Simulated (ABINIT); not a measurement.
Crystal: AgRh.

```
Ag Rh
1.0
     2.77759    0.00000    0.00000
    -1.38879    2.40546    0.00000
     0.00000    0.00000    4.80860
Ag Rh
1 1
Direct
  0.00000 0.00000 0.50000
  0.66667 0.33333 0.00000
```

The cell comes from a database or a generator and needn't be the stable form of this composition.

Base run:

* Program: ABINIT 10.8.3 (patched build)
* Functional: PBE
* Potentials or basis: JTH PAW PBE v2.0
* Cutoff: 463 eV
* k mesh: 11 × 11 × 6
* Occupations: fermi-dirac, width 0.2 eV
* Spin: no spin polarisation

Its results: band gap on the k mesh none (metal or under the smearing width); pressure -1.5 GPa.

Q: The run is repeated on the same cell with these changes: occupations from fermi-dirac, width 0.2 eV to cold (ABINIT), width 0.2 eV. What comes out?

A: Band gap on the k mesh none (metal or under the smearing width); pressure -2.5 GPa.
